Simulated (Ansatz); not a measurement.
# CCo: the cost of one run

Method: def2-TZVPP, core rule «outside noble gas», up to 10 orbitals frozen; program: Ansatz 0.2.0, Gaussian basis.

Plan: UHF; CCSD(T) on ROHF; CCSD(T) on UHF; CCSDT(Q) on ROHF; CCSDT(Q) on UHF; CASSCF and MRCISD+Q, 13 electrons in 10 orbitals; CASSCF and NEVPT2, 13 electrons in 10 orbitals.

5 further runs of the same task are left out: 5 set aside as unsound or not needed.

**1. The geometry**

The geometry is a PBE0/def2-TZVP stationary point (not a proven minimum) of the parent state, kept for this charge and spin.

2 atoms, charge 0, spin multiplicity 6.

Atoms are counted from 1 here; the program's logs count them from 0.

Bond lengths: Co1–C2 1.609 Å.

Geometry (Å):

```xyz
2
charge 0, multiplicity 6
Co    0.0000    0.0000    0.0000
C     0.0000    0.0000    1.6092
```

**2. UHF**

in.yaml reads:

```yaml
crystal:
  periodic: [false, false, false]
  atoms:
    - {symbol: Co, position_ang: [0.000000, 0.000000, 0.000000]}
    - {symbol: C, position_ang: [0.000000, 0.000000, 1.609200]}
basis:
  gaussian: {orbitals: def2-TZVPP}
magnetization: {spin_polarized: true, initial_magnetization: 5}
hamiltonian: {xc: hf}
output: {orbitals: {seedname: orbitals}}
```

Started as:

```bash
$ ansatz run in.yaml --threads 1 --pin off --events-out ev --progress --plain --max-ram 2560MiB --backend cpu
```

Q: Estimate wall time and peak memory on 1 thread of AMD EPYC 7R13, shared host.

About 23 s, with a peak of 0.26 GiB.
